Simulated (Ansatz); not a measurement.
# TaTiTe4: the cost of one run

Program: Ansatz 0.2.0. Level of theory: DFT LDA without U, plane waves, PAW, no spin–orbit coupling unless a run says so. These are calculated values, not measurements.

### Step 1. The system as given

It takes space group P-3m1 (No. 164, trigonal). The conventional cell has a = 3.736 Å, b = 3.736 Å, c = 14.133 Å, α = 90.00°, β = 90.00°, γ = 120.00°. Around Ta (site symmetry -3m) lie 6 Te at 2.82 Å. Te (site symmetry 3m) has 3 Ta at 2.82 Å as nearest neighbours. Te (site symmetry 3m) is surrounded by 3 Ti at 2.77 Å. Around Ti (site symmetry -3m) lie 6 Te at 2.77 Å.

Structure file:

```xyz
6
Lattice="3.7363 0.0000 0.0000 -1.8682 3.2357 0.0000 0.0000 0.0000 14.1328" Properties=species:S:1:pos:R:3 pbc="T T T"
Ta    0.0000    0.0000    0.0000
Te    1.8682    1.0786   12.3226
Te    1.8682    1.0786    5.3295
Te    0.0000    2.1572    8.8033
Te    0.0000    2.1572    1.8102
Ti    0.0000    0.0000    7.0664
```

Magnetic order typed: ferromagnetic.

An earlier series on this cell reached its lowest free state from «random orbitals: drawn by pairs, first filling», perhaps among other starts (it ended without moments).

### Step 2. Random orbitals: single harmonics, second filling

File input.yaml:

```yaml
crystal:
  lattice:
    - [3.73630649, 0.0, 0.0]
    - [-1.86815324, 3.23573633, 0.0]
    - [0.0, 0.0, 14.13277935]
  atoms:
    - { symbol: Ta, position: [0.0, 0.0, 0.0], spin: 1.0 }
    - { symbol: Te, position: [0.6666666667, 0.3333333333, 0.871914] }
    - { symbol: Te, position: [0.6666666667, 0.3333333333, 0.377101] }
    - { symbol: Te, position: [0.3333333333, 0.6666666667, 0.622899] }
    - { symbol: Te, position: [0.3333333333, 0.6666666667, 0.128086] }
    - { symbol: Ti, position: [0.0, 0.0, 0.5] }
basis:
  ecutwfc: 420
  ecutrho_ratio: 4
kpoints:
  mp_grid: { grid: [6, 6, 2] }
hamiltonian:
  xc: lda
  hubbard:
    sites:
      - { site: 0, l: d, u_eff: 0.0, starting_ns: [{ spin: up, occupation_matrix: s0up }, { spin: down, occupation_matrix: s0down }] }
    occupation_matrices:
      s0up:
        matrix:
          - [0.02, 0.0, 0.0, 0.0, 0.0]
          - [0.0, 0.02, 0.0, 0.0, 0.0]
          - [0.0, 0.0, 0.02, 0.0, 0.0]
          - [0.0, 0.0, 0.0, 0.02, 0.0]
          - [0.0, 0.0, 0.0, 0.0, 0.97]
      s0down:
        matrix:
          - [0.02, 0.0, 0.0, 0.0, 0.0]
          - [0.0, 0.02, 0.0, 0.0, 0.0]
          - [0.0, 0.0, 0.02, 0.0, 0.0]
          - [0.0, 0.0, 0.0, 0.02, 0.0]
          - [0.0, 0.0, 0.0, 0.0, 0.02]
    ns_hold: { iters: 12 }
scf:
  occupations: { method: gaussian, width: 0.05 }
  lower_state_search: "off"
  max_iter: 150
output:
  forces: true
  stress: true
  eigenvalues: true
  populations: true
  hubbard: { sites: [{ site: 0, l: d }] }
magnetization:
  spin_polarized: true
```

The typed matrices put 0.97 on the chosen orbitals and 0.02 on the others, and are held for 12 cycles.

Command:

```
> ansatz run input.yaml --threads 4 --pin off --max-ram 6144MiB --backend cpu --events-out ev --progress --plain --runs-dir out
```

**Question.** How long does this run take on 4 threads of Intel Xeon 6975P-C (Granite Rapids), shared host, and how much memory does it need?

About 23 s, with a peak of 0.94 GiB.
